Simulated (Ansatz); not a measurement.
# BH₃OTe: one species, many methods

How much do the methods differ for BH₃OTe? The plan is to run it at one geometry with functionals of several rungs and with coupled cluster, and see how far each lands from CCSD(T) at the basis-set limit for the atomisation energy.

Computed with Ansatz 0.2.0, Gaussian basis. Level: functionals in def2-TZVPP, the program's frozen cores in correlated methods.

Levels to be run: LDA (SPW92), PBE-D4, revPBE-D4, BLYP-D4, r2SCAN-D4, B97M-V, PBE0-D4, B3LYP-D4, r2SCANh-D4, r2SCAN0-D4, HSE06-D4, BHLYP-D4, CAM-B3LYP-D4, LC-ωPBE, ωB97X-V, ωB97M-V, B2PLYP, PBE-QIDH; CCSD(T)/def2-SVP; CCSD(T)/def2-TZVPP; MP2/def2-QZVPP; extrapolation to the limit; RPA on PBE.

### 1 The relaxed structure

The geometry comes from an earlier relaxation with PBE0-D4 in a triple-zeta def2 set; it is a stationary point. Te takes the def2 core potential; no spin-orbit term is included.

6 atoms, charge 0, spin multiplicity 1.

Atoms are counted from 1 here; the program's logs count them from 0.

Bond lengths: O1–B2 1.347 Å, O1–H4 0.960 Å, B2–Te3 2.170 Å, B2–H5 1.193 Å, Te3–H6 1.653 Å. Angles: B2–O1–H4 116.4°, O1–B2–Te3 123.3°, O1–B2–H5 118.1°, Te3–B2–H5 118.6°, B2–Te3–H6 92.1°.

### 2 LDA

This LDA is Slater exchange with PW92 correlation.

in.yaml reads:

```yaml
crystal:
  periodic: [false, false, false]
  atoms:
    - {symbol: O, position_ang: [-0.993929, -0.411894, -1.206112]}
    - {symbol: B, position_ang: [0.082717, -0.252302, -0.411880]}
    - {symbol: Te, position_ang: [0.019898, 0.805167, 1.481525]}
    - {symbol: H, position_ang: [-1.816030, -0.027736, -0.892178]}
    - {symbol: H, position_ang: [1.120586, -0.717174, -0.771191]}
    - {symbol: H, position_ang: [1.628857, 0.539941, 1.753537]}
basis:
  gaussian: {orbitals: def2-TZVPP}
hamiltonian: {xc: lda}
output: {orbitals: {seedname: orbitals}}
```

Command:

```sh
> ansatz run in.yaml --threads 2 --pin off --events-out ev --progress --plain --max-ram 4352MiB
```

After this run come: PBE-D4 (GGA); revPBE-D4 (GGA); BLYP-D4 (GGA); r2SCAN-D4 (meta-GGA); B97M-V (meta-GGA); PBE0-D4 (hybrid); B3LYP-D4 (hybrid); r2SCANh-D4 (hybrid); r2SCAN0-D4 (hybrid); HSE06-D4 (hybrid); BHLYP-D4 (hybrid); CAM-B3LYP-D4 (range-separated); LC-ωPBE (range-separated); ωB97X-V (range-separated); ωB97M-V (range-separated); B2PLYP (double hybrid); PBE-QIDH (double hybrid); CCSD(T) in def2-SVP; CCSD(T) in def2-TZVPP; MP2 in def2-QZVPP; RPA on PBE orbitals.

Q: Predict the results of all the runs planned. Wanted: atomisation energy, CCSD(T)/CBS; farthest beyond LDA; mean size of error, GGA; mean size of error, meta-GGA; mean size of error, hybrid; mean size of error, range-separated; mean size of error, double hybrid; gap, smallest and largest; T1 diagnostic.

The runs gave:

| quantity | value |
| --- | --- |
| atomisation energy, CCSD(T)/CBS | 2006.4 kJ/mol |
| functionals within 20.1 kJ/mol (1.0 %) | BLYP-D4, r2SCAN-D4, B97M-V, PBE0-D4, B3LYP-D4, r2SCANh-D4, HSE06-D4, CAM-B3LYP-D4, ωB97X-V, ωB97M-V |
| farthest beyond LDA | BHLYP-D4 (-79.6 kJ/mol) |
| mean size of error, GGA | 20.1 kJ/mol |
| mean size of error, meta-GGA | 3.3 kJ/mol |
| mean size of error, hybrid | 28.8 kJ/mol |
| mean size of error, range-separated | 15.9 kJ/mol |
| mean size of error, double hybrid | 29.7 kJ/mol |
| gap, smallest and largest | 4.09 eV (BLYP-D4), 10.65 eV (LC-ωPBE) |
| T1 diagnostic | 0.0130 |
| triples share of the correlation energy | 2.9 % |

What this shows: LDA overbinds by 309.8 kJ/mol (15 %). PBE-D4 misses by +34.8 kJ/mol. Double hybrids carry the basis error of their MP2 part in triple zeta, and no dispersion term here, so their miss is partly the set-up's. The rungs meta-GGA, range-separated miss on average by less than the doubt on the reference (20.1 kJ/mol), so they tie. The reference freezes the cores and leaves out spin-orbit coupling and excitations past (T), and its outer-core shells are covered unevenly, so misses under about 20.1 kJ/mol can't be ranked. All levels share the lack of spin-orbit coupling, which lowers the free heavy atoms and so the true binding. Hartree-Fock recovers 71 % of the binding; the rest is correlation. CCSD(T) in def2-SVP is off by -134.5 kJ/mol, worse than the median functional, from the basis alone. Orbital gaps span 4.1 to 10.6 eV; exact exchange widens them. Correlated methods include outer-core shells of Te, which these sets cover unevenly.
